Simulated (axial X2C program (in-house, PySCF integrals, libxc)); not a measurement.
**SnZr: properties at the nuclei**

Aim: properties at the nuclei of SnZr, with spin–orbit coupling in the Hamiltonian from the start.

Program: an in-house X2C program for linear molecules on PySCF integrals. Level of theory: two-component X2C with atomic mean-field terms, Sn dyall-cv3z, Zr dyall-cv3z. These are calculated values, not measurements.

## (1) Input

File task.json:

```json
{"zs": [50, 40], "q": 0, "bas": ["dyall-cv3z", "dyall-cv3z"], "r0": 2.94, "levels": ["PBE0", "HF", "TPSSh", "PBE50", "BHandHLYP"], "nst": 3}
```

Keys: zs atomic numbers; q charge; bas basis sets; r0 starting distance in Å; levels methods (HF also brings MP2); nst determinants followed.

On the command line:

```
python soeom.py task.json out
```

Further steps of the session: Expectation values, lowest determinant; Expectation values, a higher determinant; Expectation values, a higher determinant.

Q: Predict the outcome of this session. Wanted: lowest determinant; Eeff magnitude; Ws magnitude Sn; A∥/gI Sn; qzz Sn; higher determinant (for each run or level that gives them).

The runs gave:

| quantity | value |
| --- | --- |
| lowest determinant | Ω = 4 (excess of +ω over −ω: ω = 3/2, ω = 5/2) |
| Eeff magnitude (GV/cm), PBE0 | 0.155 |
| Ws magnitude Sn (kHz), PBE0 | 0.182 |
| A∥/gI Sn (MHz), PBE0 | -142 |
| qzz Sn (a.u.), PBE0 | -5.08 |
| higher determinant | Ω = 2 (excess of +ω over −ω: ω = 1/2, ω = 3/2) |
| Eeff magnitude (GV/cm), PBE0, higher determinant | 1.83 |
| Ws magnitude Sn (kHz), PBE0, higher determinant | 0.152 |
| A∥/gI Sn (MHz), PBE0, higher determinant | 311 |
| qzz Sn (a.u.), PBE0, higher determinant | -3.79 |
| higher determinant | Ω = 5 (excess of +ω over −ω: 2 × ω = 1/2, ω = 3/2, ω = 5/2) |
| Eeff magnitude (GV/cm), PBE0, higher determinant | 3.93 |
| Ws magnitude Sn (kHz), PBE0, higher determinant | 0.473 |
| A∥/gI Sn (MHz), PBE0, higher determinant | 136 |
| qzz Sn (a.u.), PBE0, higher determinant | 0.51 |

In the first state, the effective field runs from 0.149 to 11.6 GV/cm over the mean-field levels, so the levels don't agree on it. The expectation values come from single determinants, which for open shells can mix terms of unlike spin or miss the lowest Ω, so a determinant need not be a state. Eeff is the effective electric field on the electron dipole moment in this Ω state and Ws the scalar–pseudoscalar constant (defined with the proton number Z and per Ω); A∥ is the parallel hyperfine constant, which follows by multiplying with the nuclear g factor gI = μI/(I μN); qzz is the electric field gradient, eQq0 = 234.96 MHz × Q/barn × qzz; μ is positive if Zr is the positive end. The operators were transformed with the bare-nucleus X2C matrices.
